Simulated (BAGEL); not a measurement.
**B3LYP/cc-pVDZ (density fitting with qzvpp-jkfit) run of C3H4OSi (SMILES O=CC#C[SiH3])**

Aim: the energy change on altering one bond length of C3H4OSi at B3LYP/cc-pVDZ (density fitting with qzvpp-jkfit), from 2 runs. 

Program for the calculation: BAGEL 1.2.2.

## 1. Starting point

C3H4OSi: 9 atoms, total charge 0, spin state singlet. SMILES: `O=CC#C[SiH3]`. The shape is that of a GFN2-xTB optimisation.

Bond lengths: O1–C2 1.203 Å, C2–C3 1.428 Å, C3–C4 1.210 Å, C4–Si5 1.855 Å, C2–H6 1.110 Å, Si5–H7 1.462 Å, Si5–H8 1.464 Å, Si5–H9 1.463 Å. Some angles: O1–C2–C3 125.8°, C2–C3–C4 179.6°, C3–C4–Si5 179.7°, O1–C2–H6 121.8°, C3–C2–H6 112.4°, C4–Si5–H7 107.5°, C4–Si5–H8 107.2°, C4–Si5–H9 106.6°, H7–Si5–H8 111.6°, H7–Si5–H9 112.0°.

## 2. A single-point energy at B3LYP/cc-pVDZ (density fitting with qzvpp-jkfit)

File input.json:

```json
{ "bagel" : [

{
  "title" : "molecule",
  "basis" : "cc-pvdz.json",
  "df_basis" : "qzvpp-jkfit",
  "angstrom" : "true",
  "geometry" : [
    { "atom" : "O", "xyz" : [       3.294500,       0.383470,       0.040330 ] },
    { "atom" : "C", "xyz" : [       2.280410,       0.847760,      -0.409510 ] },
    { "atom" : "C", "xyz" : [       0.960580,       0.359370,      -0.169700 ] },
    { "atom" : "C", "xyz" : [      -0.157070,      -0.060270,       0.028790 ] },
    { "atom" : "Si", "xyz" : [      -1.867720,      -0.706860,       0.342360 ] },
    { "atom" : "H", "xyz" : [       2.288030,       1.733740,      -1.078320 ] },
    { "atom" : "H", "xyz" : [      -1.752600,      -2.136820,       0.624020 ] },
    { "atom" : "H", "xyz" : [      -2.653960,      -0.456330,      -0.866360 ] },
    { "atom" : "H", "xyz" : [      -2.392170,       0.035930,       1.488380 ] }
  ]
},

{ "title" : "ks", "xc_func" : "b3lyp" },

{ "title" : "print", "file" : "orbitals.molden", "orbitals" : "true" }

]}
```

The basis set cc-pVDZ is read from a file made from the Basis Set Exchange's data (not shown).

Launch:

```
BAGEL_NUM_THREADS=1 BAGEL input.json > input.out
```

The log of the run:

```text
* using 1 threads per process

  ===============================================================
  ===============================================================

  *** Geometry ***

  { "atom" : "O", "xyz" : [      6.225703,      0.724653,      0.076213 ] },
  { "atom" : "C", "xyz" : [      4.309350,      1.602034,     -0.773862 ] },
  { "atom" : "C", "xyz" : [      1.815233,      0.679111,     -0.320687 ] },
  { "atom" : "C", "xyz" : [     -0.296819,     -0.113894,      0.054405 ] },
  { "atom" : "Si", "xyz" : [     -3.529479,     -1.335772,      0.646967 ] },
  { "atom" : "H", "xyz" : [      4.323750,      3.276294,     -2.037729 ] },
  { "atom" : "H", "xyz" : [     -3.311934,     -4.038005,      1.179227 ] },
  { "atom" : "H", "xyz" : [     -5.015258,     -0.862339,     -1.637183 ] },
  { "atom" : "H", "xyz" : [     -4.520546,      0.067898,      2.812631 ] },

  Number of auxiliary basis functions:      502

  Since a DF basis is specified, we compute 2- and 3-index integrals:
    o Being stored without compression. Storage requirement is 0.035 GB

  Number of basis functions:       94
  Number of electrons      :       44

    * METHOD: MOLECULE                             0.24

  *** Kohn-Sham DFT ***

    * Removing 15194 points whose weight is below 1.00e-10
    * Grid points: 118960

  === Nuclear Repulsion ===
   170.2843611361

       - DIIS with orbital gradients will be used.

  === KS iteration (b3lyp / cc-pvdz.json) ===
      0       -451.40531881          0.08880100           0.44
      1       -406.49977686          0.10981370           0.43
      2       -277.28576330          0.19480537           0.45
      3       -459.88763761          0.08421734           0.44
      4       -474.96361116          0.07615998           0.44
      5       -481.19853435          0.01420140           0.44
      6       -481.23671187          0.01521749           0.44
      7       -481.33403211          0.00777680           0.42
      8       -481.35353176          0.00636284           0.44
      9       -481.36734754          0.00411219           0.43
     10       -481.38220766          0.00040877           0.44
     11       -481.38230429          0.00015469           0.43
     12       -481.38231850          0.00001764           0.42
     13       -481.38231853          0.00001911           0.42
     14       -481.38231871          0.00000562           0.42
     15       -481.38231873          0.00000148           0.41
     16       -481.38231873          0.00000029           0.41
     17       -481.38231873          0.00000008           0.42
     18       -481.38231873          0.00000003           0.43
     19       -481.38231873          0.00000002           0.43
     20       -481.38231873          0.00000000           0.41
    * SCF iteration converged.

    * Permanent dipole moment:
           (    1.144369,    -0.123959,     0.206094) a.u.

    * METHOD: KS                                   9.65

    * METHOD: PRINT                                0.01

  ===============================================================
```

It took 10 s on 1 thread of Arm Neoverse V2, shared host; peak memory 0.51 GiB.

## 3. The distorted shape

File input.json:

```json
{ "bagel": [

{
  "title": "molecule",
  "basis": "cc-pvdz.json",
  "df_basis": "qzvpp-jkfit",
  "angstrom": true,
  "geometry": [
    { "atom": "O", "xyz": [       3.373181,       0.272033,      -0.131602 ] },
    { "atom": "C", "xyz": [       2.359091,       0.736323,      -0.581442 ] },
    { "atom": "C", "xyz": [       1.039261,       0.247933,      -0.341632 ] },
    { "atom": "C", "xyz": [      -0.078389,      -0.171707,      -0.143142 ] },
    { "atom": "Si", "xyz": [      -1.789039,      -0.818297,       0.170428 ] },
    { "atom": "H", "xyz": [       2.366711,       1.622303,      -1.250252 ] },
    { "atom": "H", "xyz": [      -1.673919,      -2.248257,       0.452088 ] },
    { "atom": "H", "xyz": [      -2.575279,      -0.567767,      -1.038292 ] },
    { "atom": "H", "xyz": [      -2.392170,       0.035930,       1.488380 ] }
  ]
},

{ "title": "ks", "xc_func": "b3lyp" },

{ "title": "print", "file": "orbitals.molden", "orbitals": true }

]}
```

The basis set cc-pVDZ is read from a file made from the Basis Set Exchange's data (not shown).

Launch:

```
BAGEL_NUM_THREADS=1 BAGEL input.json > input.out
```

The log of the run:

```text
* using 1 threads per process

  ===============================================================
  ===============================================================

  *** Geometry ***

  { "atom" : "O", "xyz" : [      6.374388,      0.514068,     -0.248692 ] },
  { "atom" : "C", "xyz" : [      4.458036,      1.391449,     -1.098766 ] },
  { "atom" : "C", "xyz" : [      1.963919,      0.468525,     -0.645591 ] },
  { "atom" : "C", "xyz" : [     -0.148134,     -0.324479,     -0.270499 ] },
  { "atom" : "Si", "xyz" : [     -3.380794,     -1.546357,      0.322062 ] },
  { "atom" : "H", "xyz" : [      4.472436,      3.065708,     -2.362634 ] },
  { "atom" : "H", "xyz" : [     -3.163248,     -4.248590,      0.854323 ] },
  { "atom" : "H", "xyz" : [     -4.866572,     -1.072924,     -1.962088 ] },
  { "atom" : "H", "xyz" : [     -4.520546,      0.067898,      2.812631 ] },

  Number of auxiliary basis functions:      502

  Since a DF basis is specified, we compute 2- and 3-index integrals:
    o Being stored without compression. Storage requirement is 0.035 GB

  Number of basis functions:       94
  Number of electrons      :       44

    * METHOD: MOLECULE                             0.24

  *** Kohn-Sham DFT ***

    * Removing 15004 points whose weight is below 1.00e-10
    * Grid points: 119150

  === Nuclear Repulsion ===
   169.4620184823

       - DIIS with orbital gradients will be used.

  === KS iteration (b3lyp / cc-pvdz.json) ===
      0       -451.55272588          0.08827468           0.43
      1       -406.72085879          0.10903893           0.42
      2       -278.18046523          0.19474604           0.42
      3       -460.00632029          0.08403378           0.42
      4       -472.53901198          0.08998661           0.42
      5       -480.96651016          0.02248267           0.42
      6       -481.21111918          0.01478624           0.41
      7       -481.26466294          0.01212343           0.42
      8       -481.31209977          0.00849882           0.42
      9       -481.37087773          0.00194343           0.42
     10       -481.37263966          0.00115206           0.44
     11       -481.37338032          0.00043580           0.43
     12       -481.37348778          0.00004622           0.42
     13       -481.37348896          0.00000710           0.41
     14       -481.37348899          0.00000188           0.40
     15       -481.37348900          0.00000109           0.41
     16       -481.37348900          0.00000021           0.42
     17       -481.37348900          0.00000025           0.42
     18       -481.37348900          0.00000004           0.42
     19       -481.37348900          0.00000002           0.42
     20       -481.37348900          0.00000002           0.42
     21       -481.37348900          0.00000001           0.42
    * SCF iteration converged.

    * Permanent dipole moment:
           (    1.082603,    -0.083490,     0.287399) a.u.

    * METHOD: KS                                   9.89

    * METHOD: PRINT                                0.01

  ===============================================================
```

Run time: 11 s. Hardware: 1 thread of Arm Neoverse V2, shared host; peak memory 0.51 GiB.

## 4. Summary of results

At B3LYP/cc-pVDZ (density fitting with qzvpp-jkfit):

```
                                                          quantity          value
                                         first shape: total energy  -481.38232 Eh
                                        first shape: dipole moment         2.97 D
                                          first shape: HOMO energy       -7.52 eV
                                          first shape: LUMO energy       -2.21 eV
                                        first shape: HOMO–LUMO gap        5.30 eV
                                     distorted shape: total energy  -481.37349 Eh
                                    distorted shape: dipole moment         2.85 D
                                      distorted shape: HOMO energy       -7.55 eV
                                      distorted shape: LUMO energy       -2.29 eV
                                    distorted shape: HOMO–LUMO gap        5.25 eV
energy change with the Si5–H9 bond stretched from 1.463 to 1.682 Å       0.240 eV
```

In words: With the Si5–H9 bond stretched from 1.463 to 1.682 Å the energy rises by 0.24 eV (5.5 kcal/mol). The first shape isn't relaxed at this level, so the change isn't measured from a minimum.
